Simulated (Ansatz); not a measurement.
Write the native input for Ansatz 0.2.0 that does the following.

```
Task                : single point
Functional          : PBEsol
Potentials or basis : all-electron LAPW, scalar-relativistic
Cutoff              : 319 eV (chosen from the basis error)
Basis error allowed : 0.001 eV/atom
k mesh              : 11 × 11 × 11
Occupations         : fermi-dirac, width 0.05 eV
Spin                : collinear spin, ferromagnetic start
Starting moments    : [0.0, 0.0, 4.0] μB
```

Crystal: MnAu2.

```
Au Mn
1.0
    -1.68150    1.68150    4.29600
     1.68150   -1.68150    4.29600
     1.68150    1.68150   -4.29600
Au Mn
2 1
Direct
  0.65142 0.65867 0.00805
  0.35015 0.33989 0.98988
  0.00059 0.00722 0.01329
```

The cell isn't the ideal one: atoms moved at random, drawn with an rms of 0.05 Å.

The input as run:

input.yaml

```yaml
crystal:
  lattice:
    - [-1.6815, 1.6815, 4.296]
    - [1.6815, -1.6815, 4.296]
    - [1.6815, 1.6815, -4.296]
  atoms:
    - { symbol: Au, position: [0.651423, 0.658672, 0.00805] }
    - { symbol: Au, position: [0.350152, 0.339891, -0.01012] }
    - { symbol: Mn, position: [0.000587, 0.00722, 0.013288], spin: 4.0 }
kpoints:
  mp_grid: { grid: [11, 11, 11] }
scf:
  occupations: { method: fermi_dirac, width: 0.05 }
hamiltonian:
  xc: pbesol
  pseudopotentials: { kind: all_electron, lapw: { basis_error: 0.001 } }
magnetization:
  spin_polarized: true
output:
  forces: true
  stress: true
  eigenvalues: true
  populations: true
```

Potentials or basis: all-electron LAPW, scalar-relativistic.

Run with:

```console
$ ansatz run input.yaml --threads 4 --pin off --max-ram 12288MiB --backend cpu --events-out ev --progress --plain --runs-dir out
```

It gave:

```yaml
Pressure: 1.2 GPa
Largest_force: 1.982 eV/Å
Band_gap_on_the_k_mesh: none (metal or under the smearing width)
Net_moment: 4.00 μB per cell
Absolute_moment: 4.23 μB per cell
Site_moments: Au +0.07; Mn +3.84 μB
```

It took 14 min on 4 threads of Arm Neoverse V2 (shared host), peak memory 6.5 GiB.
